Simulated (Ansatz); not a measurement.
# interstitial Cu in Si: molecular dynamics, part 2 of 2

Purpose: to see whether the interstitial stays in its void or moves on. The start is relaxed first. Runs: 300 steps of 2 fs under a Langevin thermostat at 900 K; 240 steps of 3 fs under a Langevin thermostat at 1260 K. The host cell (diamond) has 16 atoms; the extra atom is the last.

Ansatz 0.2.0; DFT LDA, plane waves, PAW, scalar-relativistic, collinear spin.

## 7. Positions and forces

Positions (Å) and forces (eV/Å):

```xyz
17
Lattice="0.000 5.430 5.430 5.430 0.000 5.430 5.430 5.430 0.000" Properties=species:S:1:pos:R:3:forces:R:3 pbc="T T T" time_fs=100.0 T=808 dE=1.1434
Si    0.053    0.033    0.080   -0.881    0.496   -1.118
Si    1.585    1.501    1.130    0.041   -0.925    0.858
Si    3.123    2.805   -0.070   -0.481   -0.607   -0.582
Si    3.903    4.202    1.544    1.391   -0.035   -0.168
Si    2.906   -0.160    2.717   -0.302    1.331    0.123
Si    3.852    1.465    4.201    0.812   -1.340    0.228
Si    5.292    2.697    2.848   -0.260    0.308    0.132
Si    6.920    3.904    4.108   -0.308    0.191    0.691
Si    0.042    2.647    2.472    0.385    0.855   -0.442
Si    1.203    4.019    4.022    0.282    0.288    0.349
Si    2.630    5.560    2.834   -1.131   -0.536    0.121
Si    4.250    6.764    3.869   -0.060   -0.023    0.785
Si    2.454    2.678    5.567   -1.071   -0.093   -1.051
Si    3.940    3.956    6.600    1.489    0.480    0.663
Si    5.374    5.310    5.286    0.878    0.132    0.752
Si    6.564    6.779    6.936   -0.229   -0.918   -0.851
Cu    6.117    4.877    2.249   -0.554    0.396   -0.489
17
Lattice="0.000 5.430 5.430 5.430 0.000 5.430 5.430 5.430 0.000" Properties=species:S:1:pos:R:3:forces:R:3 pbc="T T T" time_fs=200.0 T=625 dE=1.3930
Si    0.079   -0.166   -0.149    1.006   -0.734    0.694
Si    1.589    1.515    1.020   -0.381   -0.856    0.073
Si    2.953    2.629   -0.572    0.598   -0.215    1.097
Si    4.135    3.783    1.283   -0.585    0.711   -1.308
Si    2.885    0.118    2.598   -0.433    0.711    0.380
Si    4.258    1.331    4.157   -1.145    0.780   -0.606
Si    5.525    2.735    2.746    0.744   -0.673    0.288
Si    6.948    4.182    4.031   -0.604    0.416    0.060
Si   -0.155    2.484    2.324    2.177    2.176   -0.771
Si    1.343    3.730    3.915   -1.033    1.082   -1.034
Si    2.704    5.196    2.518   -0.165   -0.757    0.345
Si    4.272    6.511    3.617   -0.863   -1.416    2.172
Si    2.723    2.737    5.400    0.962   -0.601   -0.466
Si    4.057    4.181    6.626    0.019   -0.760    0.532
Si    5.523    5.492    5.509    0.259    0.139   -1.898
Si    6.926    6.804    6.764   -0.602    0.156    0.930
Cu    5.873    5.241    2.281    0.045   -0.158   -0.487
17
Lattice="0.000 5.430 5.430 5.430 0.000 5.430 5.430 5.430 0.000" Properties=species:S:1:pos:R:3:forces:R:3 pbc="T T T" time_fs=300.0 T=604 dE=1.6972
Si    0.132   -0.082   -0.468    0.414    0.400    0.427
Si    1.459    1.662    1.279    1.094   -1.684   -1.195
Si    3.007    2.318   -0.485   -1.478    0.430    0.743
Si    4.264    3.785    0.768    0.086    0.964    0.422
Si    2.938    0.091    2.644   -1.027    0.386   -0.254
Si    4.239    1.576    3.831    1.415   -1.304   -0.470
Si    5.702    2.698    2.339   -0.809    0.960    1.078
Si    7.057    4.004    3.942   -0.221    0.244   -0.182
Si    0.113    2.914    2.589   -0.836   -1.925    0.261
Si    1.633    4.017    3.669    1.674    1.168    1.984
Si    2.943    5.293    2.145   -0.353   -0.439   -0.240
Si    4.351    6.479    3.594    0.374    0.547   -0.690
Si    3.108    2.719    5.332   -1.288    1.937   -0.083
Si    4.316    4.228    6.742   -1.033    0.479   -1.151
Si    5.593    5.476    5.240    0.842   -0.884   -0.274
Si    6.980    6.897    6.440    0.962   -1.286   -0.105
Cu    5.960    5.075    1.997    0.184    0.006   -0.272
17
Lattice="0.000 5.430 5.430 5.430 0.000 5.430 5.430 5.430 0.000" Properties=species:S:1:pos:R:3:forces:R:3 pbc="T T T" time_fs=400.0 T=531 dE=2.1700
Si    0.492    0.488   -0.372    0.353   -1.016    0.758
Si    2.122    1.657    1.333   -0.339   -2.069   -0.534
Si    3.261    2.484   -0.464   -0.401    1.243   -0.362
Si    4.130    4.315    0.730   -0.094   -0.290   -0.657
Si    3.112   -0.170    2.710   -0.799   -0.046   -0.639
Si    4.342    1.485    3.728   -0.468    0.769    0.766
Si    5.492    2.512    1.974    0.161   -0.240    0.320
Si    6.953    3.720    3.753    0.164    0.091   -0.117
Si    0.503    2.819    2.402   -0.020    0.041    0.162
Si    1.637    4.257    3.726    0.391    0.493    1.474
Si    2.938    5.521    2.324    1.675   -0.541    0.948
Si    4.701    6.738    3.571   -0.948   -1.577    0.512
Si    2.899    2.797    5.212    0.782    0.251   -0.774
Si    4.439    4.011    6.656   -1.912   -0.320   -0.111
Si    5.636    5.140    5.178    1.378    0.970   -1.680
Si    7.126    6.573    6.295   -1.588    1.034   -0.549
Cu    6.033    4.651    1.682    1.665    1.206    0.485
17
Lattice="0.000 5.430 5.430 5.430 0.000 5.430 5.430 5.430 0.000" Properties=species:S:1:pos:R:3:forces:R:3 pbc="T T T" time_fs=500.0 T=1196 dE=1.3638
Si    0.504    0.113   -0.462   -0.534    0.090    0.868
Si    2.022    1.418    0.895    0.529   -0.141   -0.422
Si    3.484    2.684   -0.443   -0.699   -0.477   -1.174
Si    4.405    4.174    1.004    1.239    0.120   -0.015
Si    3.315   -0.301    2.242   -0.344    1.642    1.791
Si    4.207    1.272    3.849    0.229   -0.325   -0.206
Si    5.507    2.695    2.522    1.082    0.268   -0.224
Si    7.163    3.932    3.901    0.675   -0.886   -0.827
Si    0.677    2.673    2.309    0.611    0.277   -0.506
Si    1.758    4.021    3.820    1.118    0.532   -0.360
Si    3.008    5.451    2.248   -0.129    0.239    1.193
Si    4.741    6.721    3.383   -1.301   -1.323    1.754
Si    3.054    2.717    5.331   -0.326   -0.082   -0.980
Si    4.677    3.904    6.450    0.575   -0.015   -0.806
Si    5.913    5.370    5.103   -0.755    0.748   -0.606
Si    6.987    6.853    6.509   -0.296    0.081    0.835
Cu    6.620    4.985    1.872   -1.675   -0.749   -0.314
17
Lattice="0.000 5.430 5.430 5.430 0.000 5.430 5.430 5.430 0.000" Properties=species:S:1:pos:R:3:forces:R:3 pbc="T T T" time_fs=600.0 T=1106 dE=1.8926
Si    0.509   -0.470   -0.540   -1.244    0.711    0.114
Si    1.864    0.935    0.739    1.047    0.702   -1.072
Si    3.467    2.225   -0.413    0.922    0.353   -0.125
Si    4.559    3.841    1.071   -0.215   -1.242   -0.598
Si    3.215    0.151    2.475    0.446   -1.891   -0.108
Si    4.475    1.317    3.974    1.437   -0.207   -0.106
Si    6.111    2.555    2.721   -0.722    1.256    0.843
Si    7.725    4.053    4.126   -1.448    0.134   -0.435
Si    0.727    2.386    2.022   -0.733    0.222    1.343
Si    1.898    3.909    3.371    0.812   -0.439    0.873
Si    3.369    5.400    2.319   -0.842   -0.260   -0.641
Si    4.999    6.373    3.544    0.241    0.789    1.278
Si    3.173    2.767    5.185   -0.462    0.600   -0.671
Si    4.579    3.865    6.684   -0.202    1.660   -0.420
Si    6.080    5.339    5.472   -0.175   -0.864   -1.146
Si    7.326    6.913    6.606    0.580   -1.001   -0.051
Cu    6.312    4.838    2.049    0.558   -0.522    0.924
```

On run 1: Against a set 900 K the second half averages 822 K with a spread of 147 K (in equilibrium 17 atoms would scatter by about 178 K, over a far longer run). No atom gets farther than 0.69 Å from its start, with the drift of the whole removed, against a typical distance of 2.3 Å between sites at the start. The interstitial Cu17 strays up to 0.79 Å from where this run began and ends 0.60 Å from it (the host's drift taken out), so it has kept its site.

## 8. Run 2

240 steps of 3 fs under a Langevin thermostat at 1260 K, starting from the last frame of an earlier run, with new velocities.

input.yaml reads:

```yaml
accuracy: low
crystal:
  lattice:
    - [0.0, 5.43, 5.43]
    - [5.43, 0.0, 5.43]
    - [5.43, 5.43, 0.0]
  atoms:
    - { symbol: Si, position: [-0.13983519, 0.04031769, 0.05335447] }
    - { symbol: Si, position: [-0.01757984, 0.15364821, 0.18970317] }
    - { symbol: Si, position: [-0.15233644, 0.07634203, 0.56210434] }
    - { symbol: Si, position: [0.03256074, 0.16471054, 0.6748743] }
    - { symbol: Si, position: [-0.05421615, 0.51004565, 0.08209502] }
    - { symbol: Si, position: [0.07518939, 0.65675357, 0.16731261] }
    - { symbol: Si, position: [-0.0768783, 0.57796378, 0.54747951] }
    - { symbol: Si, position: [0.04186047, 0.7180481, 0.70455701] }
    - { symbol: Si, position: [0.33890641, 0.03355806, 0.10042674] }
    - { symbol: Si, position: [0.49553413, 0.12520243, 0.22432746] }
    - { symbol: Si, position: [0.40051547, 0.02649446, 0.59389362] }
    - { symbol: Si, position: [0.45283754, 0.19981087, 0.72084821] }
    - { symbol: Si, position: [0.44003748, 0.51482272, 0.06946401] }
    - { symbol: Si, position: [0.54966526, 0.68125974, 0.16204545] }
    - { symbol: Si, position: [0.43556912, 0.57209822, 0.54760818] }
    - { symbol: Si, position: [0.57022194, 0.64628079, 0.70283819] }
    - { symbol: Cu, position: [0.05289867, 0.32443009, 0.83808714], spin: 1.0 }
magnetization:
  spin_polarized: true
basis:
  ecutwfc: 420.0
kpoints:
  mp_grid: { grid: [2, 2, 2] }
hamiltonian:
  xc: lda
  pseudopotentials: { kind: paw, azcp: { folder: soft_1 } }
scf:
  occupations: { method: fermi_dirac, width: 0.02 }
  lower_state_search: "off"
md:
  timestep: 3.0
  n_steps: 240
  ensemble: nvt_langevin
  temperature: 1260.0
  initial_velocities: maxwell_boltzmann
  seed: 167418
  friction: 0.02
```

The run is started by

```console
> ansatz run input.yaml --threads 2 --pin off --max-ram 5120MiB --backend cpu --events-out ev --progress --plain --runs-dir out
```

Standard output, cut to the lines that bear on the results:

```text
Warning: md: disabling space-group detection — thermal motion breaks the input geometry's symmetry, so no spatial operation reduces the k-mesh or symmetrises the density; time reversal is kept, so that k and −k are solved as one point where they differ and the mesh holds both, and exact [...]
Warning: <dir> the record states the generating functional pbe (its physics header spells it `PBE`), which answers neither for hamiltonian.xc's functional nor for the lda family's — results may be inconsistent (PPs are generated against a specific XC)
[...]
Warning: RAYON_NUM_THREADS=2 ignored (pool sized by the plan → 2); use --threads N
[...]
Pseudopotentials: kind: paw
Pseudopotential: Si, paw, valence charge 4, recommended cutoff 420 eV (normal), <dir>
Pseudopotential: Cu, paw, valence charge 19, recommended cutoff 420 eV (normal), <dir>
[...]
spin-set hold released at iteration 7 (site moments contracting): the magnetisation degrees of freedom join the quasi-Newton model from the next iteration; the mixer history was flushed
[...]
SCF iter  15: F=-16289.463019 eV  HF=-16289.463019 eV  |F-HF|=3.89e-10  |Δ(HF+E_count)|=  3.67e-10  Δρ=5.03e-7 (↑4.32e-7 ↓5.03e-7)  dr2=3.50e-9  dr2_m=4.77e-11  M=0.000 μB ∫|m|=0.000 μB  ethr=1.07e-10  ⟨swp⟩=3.2  Hψ=2315  notcnv=0
WARN: the starting moments were not kept: the SCF closed with an absolute magnetisation of 2.9e-5 μB, where they sum to 1 μB in size (1 site). That is at most 0.1 of that sum. Measured as dr2_m measures the in/out step, that magnetisation stands 1.7e-11 eV from none, at or under the [...]
md step     0: t =     0.00 fs  T =  1185.9 K  F+E_penalty+E_count = -16289.46301928 eV  E_kin = 2.605882 eV  (15 SCF iters)
[...]
Starting moments: Σ|m| = 1 μB on 1 of 17 sites; this step starts from the density that it was given
[...]
```

## 9. More of the same log: dynamics from the last frame of the run before

The log, continued, cut to the lines that bear on the results:

```text
SCF iter   1: F=—  HF=-16289.642386 eV  |F-HF|=—  |Δ(HF+E_count)|=         —  Δρ=3.16e-3 (↑3.16e-3 ↓2.22e-3)  dr2=3.28e-2  dr2_m=1.53e-2  M=0.002 μB ∫|m|=0.006 μB  β_m=0.30  ethr=3.51e-5  ⟨swp⟩=6.5  Hψ=4977  notcnv=0  defer=1
[...]
spin=Collinear: Kerker preconditioning applied to the charge; magnetization (m = ρ↑ − ρ↓) channel mixes plain (no charge-response kernel on spin).
[...]
  atom   3  Si     0.34443095     1.67340119    -0.65209689
  atom   4  Si    -0.51858228     0.02420536    -1.28260564
  atom   5  Si     0.02606855     0.58477954     0.48543445
  atom   6  Si    -1.23450544     0.12096913     0.28324878
  atom   7  Si    -0.31460992     0.48182518     0.02925646
  atom   8  Si     0.50103620     0.89116816    -0.03689044
[...]
--- MD trajectory: 240 steps, t = 0.0 → 720.0 fs ---
  final state: T = 1046.5 K   F+E_penalty+E_count = -16288.87484837 eV   E_kin = 2.299638 eV
```

It took 58 min on 2 threads of Arm Neoverse N1, shared host; peak memory 0.73 GiB.

## 10. Frames and traces

One step in 18; energies are changes from step 0; msd is the mean square displacement from the start, the centre of mass held:

```csv
time (fs),T (K),potential energy change (meV/atom),msd Si (Å²),msd Cu (Å²)
0.0,1186,0.0,0.000,0.000
54.0,1166,43.1,0.095,0.230
108.0,1246,52.5,0.160,0.180
162.0,1590,16.1,0.186,0.038
216.0,1253,18.6,0.167,0.043
270.0,1332,19.3,0.240,0.193
324.0,1081,57.2,0.287,0.235
378.0,961,80.1,0.246,0.188
432.0,1553,27.8,0.132,0.147
486.0,902,32.2,0.145,0.073
540.0,1285,65.5,0.155,0.049
594.0,1476,70.8,0.138,0.056
648.0,1318,79.5,0.199,0.149
702.0,1197,46.5,0.232,0.253
720.0,1047,34.6,0.269,0.317
```

time (fs), T (K) and a bar:
```
      0.0       1186 ###########
     30.0       1294 ###############
     63.0        993 ####
     93.0       1058 #######
    126.0       1311 ################
    156.0       1514 #######################
    189.0       1217 ############
    219.0       1167 ##########
    249.0       1406 ###################
    282.0       1105 ########
    312.0       1154 ##########
    345.0        877 
    375.0        993 ####
    408.0       1126 #########
    438.0       1283 ###############
    471.0       1339 #################
    501.0       1103 ########
    531.0       1131 #########
    564.0       1112 ########
    594.0       1476 #####################
    627.0       1327 ################
    657.0       1715 ##############################
    690.0       1306 ###############
    720.0       1047 ######
```

Pair distribution over the second half of the run:

```csv
r (Å),g Si–Si,g Si–Cu
0.68,0.00,0.00
0.84,0.00,0.00
1.00,0.00,0.00
1.16,0.00,0.00
1.32,0.00,0.00
1.48,0.00,0.00
1.64,0.00,0.00
1.80,0.00,0.00
1.96,0.00,0.10
2.12,0.50,1.08
2.28,3.08,3.46
2.44,2.78,3.30
2.60,0.95,2.07
2.76,0.15,1.56
2.92,0.03,0.68
3.08,0.02,0.63
```

First peaks of g(r) that rise above 1 (not always the tallest), and, where a minimum follows, the mean number of second-named atoms round a first-named one up to the next minimum:

```csv
pair,peak (Å),height,minimum (Å),neighbours
Si–Si,2.36,3.4,-,-
Si–Cu,2.36,3.9,-,-
```

Maxima of the velocity power spectrum (cm⁻¹, relative height; resolution about 93 cm⁻¹): 160 (80), 350 (100), 460 (62).

## 11. Snapshots as a file

Positions (Å) and forces (eV/Å):

```xyz
17
Lattice="0.000 5.430 5.430 5.430 0.000 5.430 5.430 5.430 0.000" Properties=species:S:1:pos:R:3:forces:R:3 pbc="T T T" time_fs=120.0 T=1150 dE=0.7169
Si    0.850   -0.152   -0.331    0.319   -0.449    2.391
Si    1.984    1.266    1.397   -0.382   -0.886   -0.407
Si    3.305    2.145   -0.148    1.243    1.457   -1.113
Si    4.806    3.787    0.914   -0.671    0.277    0.184
Si    3.265   -0.139    2.791    0.379   -1.064    0.450
Si    4.819    1.076    4.046   -0.991    1.422   -1.984
Si    5.954    2.564    2.510    1.017   -1.595   -0.069
Si    7.163    3.591    4.258    0.055    0.984    0.859
Si    0.485    2.561    2.529   -0.501   -0.102   -0.263
Si    1.880    3.913    3.644    1.959   -0.330    0.652
Si    3.506    5.133    2.491   -0.045    0.033   -1.128
Si    4.886    6.438    3.863   -0.636   -0.497    0.868
Si    3.380    2.524    5.071   -1.530   -0.154    0.135
Si    4.327    3.736    6.755    0.333    1.187    0.419
Si    5.729    5.377    5.827    1.107   -0.763   -1.408
Si    7.578    6.582    6.612   -0.620    0.694    0.644
Cu    6.489    4.945    2.563   -1.038   -0.213   -0.230
17
Lattice="0.000 5.430 5.430 5.430 0.000 5.430 5.430 5.430 0.000" Properties=species:S:1:pos:R:3:forces:R:3 pbc="T T T" time_fs=240.0 T=1144 dE=0.9602
Si    0.443    0.139    0.236    1.032    0.293   -0.566
Si    2.021    1.411    1.606   -0.471   -0.189   -0.062
Si    3.660    2.200    0.257   -0.621   -0.164   -2.658
Si    4.673    3.921    1.241   -0.592    0.846    0.421
Si    3.296    0.059    3.140   -0.703   -2.041   -1.377
Si    4.273    1.367    4.531    2.763    1.156   -0.729
Si    5.726    2.526    2.625    1.362   -1.009    1.940
Si    7.420    3.818    4.356    0.379   -1.409    0.340
Si    0.589    2.716    2.828   -0.594   -0.509    0.882
Si    1.727    4.340    4.050    0.352   -0.880    0.739
Si    3.031    5.179    2.322    1.028    0.464    1.263
Si    4.700    6.324    3.829   -0.206    0.378   -0.063
Si    3.084    2.884    5.538   -1.902    0.923    0.850
Si    4.474    3.947    7.126   -0.088    0.838   -0.632
Si    5.837    5.064    5.515   -0.783   -0.670   -0.531
Si    7.113    6.541    6.552    0.116    2.406    0.640
Cu    6.581    4.939    2.576   -1.072   -0.432   -0.456
17
Lattice="0.000 5.430 5.430 5.430 0.000 5.430 5.430 5.430 0.000" Properties=species:S:1:pos:R:3:forces:R:3 pbc="T T T" time_fs=360.0 T=1181 dE=1.2128
Si    0.272    0.387    0.134   -0.324   -0.255   -0.538
Si    1.971    1.547    1.412    0.597   -0.998   -1.014
Si    3.715    2.332    0.076   -0.447    0.384   -1.407
Si    4.340    4.017    1.524    2.030   -0.043   -0.886
Si    3.307    0.306    2.991    0.141   -0.684   -0.581
Si    4.211    2.067    4.244    0.559   -0.605    1.150
Si    6.022    2.782    2.907   -0.655   -1.022   -0.796
Si    7.620    3.913    4.067    0.407    0.576    1.522
Si    0.951    3.006    2.683   -1.905    1.718    1.294
Si    1.976    4.505    4.429   -1.089   -0.706    0.005
Si    3.217    5.517    2.729    0.181   -0.026    1.179
Si    5.088    6.604    3.597   -0.392    1.615   -0.074
Si    2.916    3.110    6.223   -0.328    0.401   -2.277
Si    4.579    4.398    6.864    2.134    0.634    1.183
Si    6.080    5.471    5.250    0.410   -1.919    0.604
Si    7.262    6.667    6.818   -1.315    0.924    0.727
Cu    6.553    4.887    2.114   -0.004    0.007   -0.090
17
Lattice="0.000 5.430 5.430 5.430 0.000 5.430 5.430 5.430 0.000" Properties=species:S:1:pos:R:3:forces:R:3 pbc="T T T" time_fs=480.0 T=1590 dE=0.2821
Si    0.216    0.129   -0.149    0.102   -1.033   -0.981
Si    1.950    1.172    0.899   -0.353    0.246    0.958
Si    3.513    2.364   -0.089    2.856   -0.349    0.187
Si    4.528    3.981    1.410    0.004    0.827   -0.589
Si    3.389   -0.208    2.836    0.836    0.549   -0.040
Si    4.623    1.742    3.773   -0.524   -1.234    0.248
Si    6.295    2.855    2.590   -0.108   -1.460    0.251
Si    7.558    3.747    4.370   -0.524    1.750   -1.317
Si    0.647    2.488    2.332    0.503    1.194    0.210
Si    1.698    4.263    3.714   -0.208    0.389    0.194
Si    3.451    5.673    2.722   -0.948   -1.543   -0.466
Si    5.145    6.537    3.925   -0.059    0.399    1.078
Si    3.279    3.153    5.053   -0.372   -0.757    0.483
Si    4.701    4.072    6.638    0.029    0.116    0.611
Si    6.394    5.338    5.637   -0.411    0.144   -0.611
Si    7.715    6.996    6.642   -0.044    0.560   -0.343
Cu    6.679    4.989    2.190   -0.780    0.201    0.127
17
Lattice="0.000 5.430 5.430 5.430 0.000 5.430 5.430 5.430 0.000" Properties=species:S:1:pos:R:3:forces:R:3 pbc="T T T" time_fs=600.0 T=1222 dE=1.7630
Si    0.696   -0.229   -0.238    1.716   -2.287    0.327
Si    1.867    1.253    1.202   -0.382    1.495   -0.813
Si    3.523    2.185   -0.579   -1.637    0.855    2.173
Si    4.546    3.755    0.919    0.301    0.282    0.685
Si    3.340    0.345    2.640    0.215   -0.958    0.792
Si    4.872    1.195    4.174   -1.706    2.764   -0.435
Si    5.993    2.558    2.637    0.346    0.082   -0.631
Si    7.836    3.861    3.746   -0.865    0.542   -0.077
Si    0.441    2.618    2.631    0.870    1.370   -1.458
Si    2.322    3.945    3.432   -2.052   -1.604    2.992
Si    3.520    5.462    2.479    0.180    0.421   -2.535
Si    5.024    6.318    3.922    1.392   -0.253   -0.503
Si    3.569    3.005    5.368   -1.198   -1.500   -1.214
Si    4.613    4.558    6.634    2.177   -1.239    0.226
Si    6.579    5.276    5.272   -0.829   -0.918    0.166
Si    7.461    6.867    6.620    1.548    0.955    0.416
Cu    6.218    4.848    2.241   -0.077   -0.008   -0.111
17
Lattice="0.000 5.430 5.430 5.430 0.000 5.430 5.430 5.430 0.000" Properties=species:S:1:pos:R:3:forces:R:3 pbc="T T T" time_fs=720.0 T=1047 dE=0.5882
Si    0.813   -0.359   -0.054    0.723   -0.903    0.275
Si    2.003    1.106    1.791   -1.388   -0.684    0.728
Si    3.228    1.798    0.100    0.344    1.673   -0.652
Si    4.720    3.388    1.195   -0.519    0.024   -1.283
Si    3.301   -0.582    2.857    0.026    0.585    0.485
Si    4.884    0.835    3.987   -1.234    0.121    0.283
Si    6.127    2.258    2.670   -0.315    0.482    0.029
Si    7.372    3.391    4.245    0.501    0.891   -0.037
Si    0.459    2.761    2.729    1.409   -0.269    0.011
Si    2.352    3.884    3.782   -1.821    0.550    0.544
Si    3.591    5.265    2.394   -0.594    0.266    0.004
Si    4.882    6.577    4.090   -0.557   -0.215   -1.486
Si    3.436    2.432    5.182    2.237    0.777   -1.199
Si    4.620    3.973    6.591    0.028   -0.555   -0.207
Si    6.168    5.205    5.288    1.237   -0.305    1.321
Si    7.640    6.853    6.635   -1.215   -3.015    0.625
Cu    5.815    4.915    2.307    1.135    0.575    0.556
```

On run 2: Against a set 1260 K the second half averages 1258 K with a spread of 207 K (in equilibrium 17 atoms would scatter by about 250 K, over a far longer run). The farthest move is 0.98 Å against a mean nearest distance of 2.3 Å: a large displacement, and the run is too short to tell whether atoms leave their places. The interstitial Cu17 strays up to 0.64 Å from where this run began and ends 0.64 Å from it (the host's drift taken out), so it has kept its site.

## 12. Results

The summary covers parts 1 to 2.

| quantity | value |
| --- | --- |
| relaxation of the start | 3 moves, 0.404 eV lower |
| run 1: length | 300 steps of 2 fs |
| run 1: temperature, first and last step | 847 and 1106 K |
| run 1: temperature, second half | mean 822 K, from 531 to 1196 K |
| run 1: potential energy, second half | +109 meV/atom from this run's first step |
| run 1: mean square displacement, second half | Cu 0.136, Si 0.084 Å² |
| run 2: length | 240 steps of 3 fs |
| run 2: temperature, first and last step | 1186 and 1047 K |
| run 2: temperature, second half | mean 1258 K, from 776 to 1801 K |
| run 2: potential energy, second half | +60 meV/atom from this run's first step |
| run 2: mean square displacement, second half | Si 0.176, Cu 0.128 Å² |

In words: Mean temperatures of the second halves: 822 K, 1258 K. In the last run: the interstitial Cu17 strays up to 0.64 Å from where this run began and ends 0.64 Å from it (the host's drift taken out), so it has kept its site. Averages from a run of 720 fs with 17 atoms are rough. The settings are cheap ones for dynamics (low accuracy level or one k-point).
